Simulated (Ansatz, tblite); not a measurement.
# [Ga(CN)H3]- (CH₃GaN−): charged states by level of theory

Aim: the energy of removing an electron for [Ga(CN)H3]- (CH₃GaN−), by energy differences, and how well orbital energies stand in for it.

Program: Ansatz 0.2.0, Gaussian basis. Level of theory: as each input shows. These are calculated values, not measurements.

Levels to be run: charge 0 doublet, at the geometry of the singlet (PBE0-D4/def2-TZVPD, PBE-D4/def2-TZVPD, r2SCAN-D4/def2-TZVPD, CCSD(T)/def2-TZVPPD); the starting singlet's energies come from earlier runs.

## Step 1: The structure

The singlet was relaxed beforehand with PBE-D4/def2-TZVPD.

6 atoms, charge -1, spin multiplicity 1.

Atoms are counted from 1 here; the program's logs count them from 0.

Bond lengths: Ga1–C2 2.042 Å, Ga1–H4 1.610 Å, Ga1–H5 1.610 Å, Ga1–H6 1.610 Å, C2–N3 1.171 Å. Angles: C2–Ga1–H4 106.1°, C2–Ga1–H5 106.1°, C2–Ga1–H6 106.1°, H4–Ga1–H5 112.6°, H4–Ga1–H6 112.6°, H5–Ga1–H6 112.6°, Ga1–C2–N3 179.8°.

The ion is computed in the gas phase, without counter-ions or solvent.

## Step 2: Charge 0 doublet at the fixed geometry, first pass, PBE0-D4/def2-SVP

in.yaml reads:

```yaml
crystal:
  periodic: [false, false, false]
  atoms:
    - {symbol: Ga, position_ang: [-0.012354, -0.009875, -0.652085]}
    - {symbol: C, position_ang: [0.024322, 0.021097, 1.389446]}
    - {symbol: N, position_ang: [0.048523, 0.038837, 2.559961]}
    - {symbol: H, position_ang: [1.526530, -0.009900, -1.126077]}
    - {symbol: H, position_ang: [-0.799794, 1.319389, -1.105846]}
    - {symbol: H, position_ang: [-0.787228, -1.359538, -1.065400]}
basis:
  gaussian: {orbitals: def2-SVP}
magnetization: {spin_polarized: true, initial_magnetization: 1}
hamiltonian: {xc: pbe0, dispersion: d4}
output: {orbitals: {seedname: orbitals}}
```

The run is started by

```bash
> ansatz run in.yaml --threads 4 --pin off --events-out ev --progress --plain --max-ram 3916MiB
```

What it wrote:

```text
Functional definition: PBE0
  name "PBE0"
  cite "Adamo & Barone, J. Chem. Phys. 110, 6158 (1999) doi:10.1063/1.478522"
  cite "Perdew, Burke & Ernzerhof, Phys. Rev. Lett. 77, 3865 (1996) doi:10.1103/PhysRevLett.77.3865"
  parent pbe
  parameter a = 0.25
  parameter kappa = 0.804
  parameter beta = 0.06672455060314922
  exchange = (1 - a)*pbe_x(kappa = kappa, mu = beta*pi^2/3) + a*exact_x
  correlation = pbe_c(beta = beta)
763 factors; integrals over basis functions are off by at most 1.4e-3 eV
mean field evaluation 1: about -54926.7476 eV, gradient 3.0e1 eV
mean field evaluation 2: about -54902.7348 eV, gradient 6.8e1 eV
mean field evaluation 4: about -54930.6252 eV, gradient 5.0e0 eV
mean field evaluation 8: about -54930.9506 eV, gradient 4.3e-1 eV
mean field evaluation 16: about -54930.9524 eV, gradient 5.9e-3 eV
mean field evaluation 32: about -54930.9524 eV, gradient 1.1e-4 eV
mean field evaluation 64: about -54930.9518 eV, gradient 7.6e-2 eV
mean field evaluation 96: about -54929.7210 eV, gradient 7.7e0 eV
mean field -54930.95245764 eV, -2018.6752692815 hartree, gradient 8.8e-6 eV, S^2 0.764217; 14 other end points of the search recorded, 0 dependent functions left out
reference -54930.95248547 eV, -2018.6752703042 hartree; 24, 23 occupied and 51, 52 virtual orbitals, 763 factors
Total energy: -54931.03154676 eV, -2018.6781757530 hartree
```

Run time: 6 s. Hardware: 4 threads of Arm Neoverse V1, shared host.

HOMO -8.67 eV, LUMO -7.25 eV (over both spins); ⟨S²⟩ 0.764 (pure: 0.75).

## Step 3: Charge 0 doublet at the fixed geometry, PBE0-D4/def2-TZVPD

start.molden holds the orbitals of an earlier run on this state, given as this run's starting guess.

Edit in.yaml of step 2 so:

```diff
@@ -10,5 +10,6 @@
 basis:
-  gaussian: {orbitals: def2-SVP}
+  gaussian: {orbitals: def2-TZVPD, initial_orbitals: start.molden}
 magnetization: {spin_polarized: true, initial_magnetization: 1}
 hamiltonian: {xc: pbe0, dispersion: d4}
+scf: {omitted_lower_state_checks: [starts]}
 output: {orbitals: {seedname: orbitals}}
```

Same command.

What it wrote:

```text
Functional definition: PBE0
  name "PBE0"
  cite "Adamo & Barone, J. Chem. Phys. 110, 6158 (1999) doi:10.1063/1.478522"
  cite "Perdew, Burke & Ernzerhof, Phys. Rev. Lett. 77, 3865 (1996) doi:10.1103/PhysRevLett.77.3865"
  parent pbe
  parameter a = 0.25
  parameter kappa = 0.804
  parameter beta = 0.06672455060314922
  exchange = (1 - a)*pbe_x(kappa = kappa, mu = beta*pi^2/3) + a*exact_x
  correlation = pbe_c(beta = beta)
these checks for a lower state are left out or cut short: starts
930 factors; their error is unknown
mean field evaluation 1: about -54938.5892 eV, gradient 9.1e1 eV
mean field evaluation 2: about -54940.4144 eV, gradient 2.2e0 eV
mean field evaluation 4: about -54940.6252 eV, gradient 1.5e-1 eV
mean field evaluation 8: about -54940.6253 eV, gradient 2.5e-5 eV
mean field -54940.62532376 eV, -2019.0307405546 hartree, gradient 8.4e-6 eV, S^2 0.764854; 0 other end points of the search recorded, 0 dependent functions left out
reference -54940.62535784 eV, -2019.0307418071 hartree; 24, 23 occupied and 131, 132 virtual orbitals, 930 factors
Total energy: -54940.70441913 eV, -2019.0336472559 hartree
Checks for a lower state left out: starts
```

Wall time 5.5 s (4 threads of Arm Neoverse V1, shared host); peak memory 0.57 GiB.

From the report: HOMO -8.75 eV, LUMO -7.30 eV (over both spins); ⟨S²⟩ 0.765 (pure: 0.75).

## Step 4: Charge 0 doublet at the fixed geometry, PBE-D4/def2-TZVPD

Edit in.yaml of step 3 so:

```diff
@@ -12,3 +12,3 @@
 magnetization: {spin_polarized: true, initial_magnetization: 1}
-hamiltonian: {xc: pbe0, dispersion: d4}
+hamiltonian: {xc: pbe, dispersion: d4}
 scf: {omitted_lower_state_checks: [starts]}
```

Same command.

What it wrote:

```text
Functional definition: PBE
  name "PBE"
  cite "Perdew, Burke & Ernzerhof, Phys. Rev. Lett. 77, 3865 (1996) doi:10.1103/PhysRevLett.77.3865"
  parent pbe
  parameter kappa = 0.804
  parameter beta = 0.06672455060314922
  exchange = pbe_x(kappa = kappa, mu = beta*pi^2/3)
  correlation = pbe_c(beta = beta)
these checks for a lower state are left out or cut short: starts
882 factors; their error is unknown
mean field evaluation 1: about -54939.7215 eV, gradient 6.9e0 eV
mean field evaluation 2: about -54939.8454 eV, gradient 2.1e-1 eV
mean field evaluation 4: about -54939.8278 eV, gradient 7.1e-2 eV
mean field evaluation 8: about -54939.8278 eV, gradient 8.7e-5 eV
mean field -54939.82779911 eV, -2019.0014320645 hartree, gradient 1.5e-5 eV, S^2 0.755744; 0 other end points of the search recorded, 0 dependent functions left out
reference -54939.82784418 eV, -2019.0014337209 hartree; 24, 23 occupied and 131, 132 virtual orbitals, 882 factors
Total energy: -54939.92169859 eV, -2019.0048828066 hartree
Checks for a lower state left out: starts
```

It took 2.1 s on 4 threads of Arm Neoverse V1, shared host.

From the report: HOMO -7.68 eV, LUMO -7.84 eV (over both spins; with the spin held, an empty level of the minority spin lies below the top filled one); ⟨S²⟩ 0.756 (pure: 0.75).

## Step 5: Charge 0 doublet at the fixed geometry, r2SCAN-D4/def2-TZVPD

Edit in.yaml of step 4 so:

```diff
@@ -12,3 +12,3 @@
 magnetization: {spin_polarized: true, initial_magnetization: 1}
-hamiltonian: {xc: pbe, dispersion: d4}
+hamiltonian: {xc: r2scan, dispersion: d4}
 scf: {omitted_lower_state_checks: [starts]}
```

The command is unchanged.

What it wrote:

```text
Functional definition: r2SCAN
  name "r2SCAN"
  cite "Furness, Kaplan, Ning, Perdew & Sun, J. Phys. Chem. Lett. 11, 8208 (2020) doi:10.1021/acs.jpclett.0c02405"
  cite "Furness, Kaplan, Ning, Perdew & Sun, J. Phys. Chem. Lett. 11, 9248 (2020) doi:10.1021/acs.jpclett.0c03077"
  parent r2scan
  parameter k0 = 0.174
  parameter k1 = 0.065
  parameter a1 = 4.9479
  exchange = r2scan_x(k0 = k0, k1 = k1, a1 = a1)
  correlation = r2scan_c
these checks for a lower state are left out or cut short: starts
882 factors; their error is unknown
mean field evaluation 1: about -54949.1090 eV, gradient 4.3e0 eV
mean field evaluation 2: about -54949.1531 eV, gradient 9.8e-2 eV
mean field evaluation 4: about -54949.1333 eV, gradient 8.3e-3 eV
mean field evaluation 8: about -54949.1333 eV, gradient 8.8e-5 eV
mean field -54949.13334011 eV, -2019.3434043888 hartree, gradient 8.7e-6 eV, S^2 0.764423; 0 other end points of the search recorded, 0 dependent functions left out
reference -54949.13335552 eV, -2019.3434049551 hartree; 24, 23 occupied and 131, 132 virtual orbitals, 882 factors
Total energy: -54949.15496750 eV, -2019.3441991806 hartree
Checks for a lower state left out: starts
```

It took 8.5 s on 4 threads of Arm Neoverse V1, shared host.

Report: HOMO -7.91 eV, LUMO -7.84 eV (over both spins); ⟨S²⟩ 0.764 (pure: 0.75).

## Step 6: Charge 0 doublet at the fixed geometry, CCSD(T)/def2-TZVPPD

Edit in.yaml of step 5 so:

```diff
@@ -10,6 +10,6 @@
 basis:
-  gaussian: {orbitals: def2-TZVPD, initial_orbitals: start.molden}
+  gaussian: {orbitals: "def2-TZVPPD.json", initial_orbitals: start.molden}
 magnetization: {spin_polarized: true, initial_magnetization: 1}
-hamiltonian: {xc: r2scan, dispersion: d4}
-scf: {omitted_lower_state_checks: [starts]}
+correlation: {method: ccsd_t}
+scf: {omitted_lower_state_checks: [starts, cluster_reference]}
 output: {orbitals: {seedname: orbitals}}
```

Launched as before.

What it wrote, shortened:

```text
Functional definition: HF
  name "HF"
  cite "Fock, Z. Phys. 61, 126 (1930) doi:10.1007/BF01340294"
  parent pbe
[...]
1075 factors; integrals over basis functions are off by at most 1.1e-3 eV
[...]
mean field -54890.86331161 eV, -2017.2020203384 hartree, gradient 1.9e-6 eV, S^2 0.806041; 0 other end points of the search recorded, 0 dependent functions left out
11 core orbitals not correlated: weight in the atoms' cores, before any rotation towards them, 1.000 or more for the frozen orbitals, at most 0.000 for the correlated occupied ones
reference -54890.86331161 eV, -2017.2020203384 hartree; 13, 12 occupied and 155, 156 virtual orbitals, 1075 factors
second order -15.71657089 eV of doubles, -0.00000000 eV of singles
cycle   1  -15.16679700 eV  change    5.5e-1 eV  update   1.3e-1
[...]
cycle  18  -16.07412649 eV  change   -1.1e-5 eV  update   9.9e-6
perturbative correction -0.82679062 eV, -0.0303839948 hartree
Total energy: -54907.76422872 eV, -2017.8231175861 hartree
Checks for a lower state left out: starts, cluster_reference
```

Wall time 6.7 min (4 threads of Arm Neoverse V1, shared host); peak memory 2.2 GiB.

From the report: Hartree-Fock HOMO -11.30 eV, LUMO -3.79 eV (over both spins); ⟨S²⟩ 0.806 (pure: 0.75); T1 0.029.

## Step 7: Vertical ionisation energy

Charged state less starting state, singlet to doublet; the starting state's energies are those of its earlier runs.

Differences are taken before rounding.

```
              method  vertical ionisation energy (eV)  from CCSD(T)/def2-TZVPPD (eV)     time
      HF/def2-TZVPPD                             4.92                          -0.65         
   PBE-D4/def2-TZVPD                             4.94                          -0.64    3.3 s
r2SCAN-D4/def2-TZVPD                             5.08                          -0.50     10 s
  PBE0-D4/def2-TZVPD                             5.27                          -0.31    6.7 s
     MP2/def2-TZVPPD                             5.66                          +0.08         
    CCSD/def2-TZVPPD                             5.61                          +0.03         
 CCSD(T)/def2-TZVPPD                             5.58                              0  7.1 min
```

Times add the two runs; a level without a time comes out of a correlated run.

Beside −ε(HOMO) of the starting state:

```
               level  −ε(HOMO) (eV)  by difference (eV)  mismatch (eV)
   PBE-D4/def2-TZVPD           1.94                4.94          -3.00
r2SCAN-D4/def2-TZVPD           2.23                5.08          -2.85
  PBE0-D4/def2-TZVPD           3.14                5.27          -2.13
```

## Step 8: What came out

| quantity | value |
| --- | --- |
| vertical ionisation energy, functionals in def2-TZVPD | 4.94 (PBE-D4) to 5.27 eV (PBE0-D4) |
| vertical ionisation energy, CCSD(T)/def2-TZVPPD | 5.58 eV |

The vertical ionisation energy spans 4.94 to 5.27 eV over the functionals, beside 5.58 eV from CCSD(T)/def2-TZVPPD. −ε(HOMO) misses the level's own difference by -2.13 eV at best (PBE0-D4) and -3.00 eV at worst (PBE-D4). CCSD(T)/def2-TZVPPD isn't at the basis-set limit; small misses against it rank nothing.
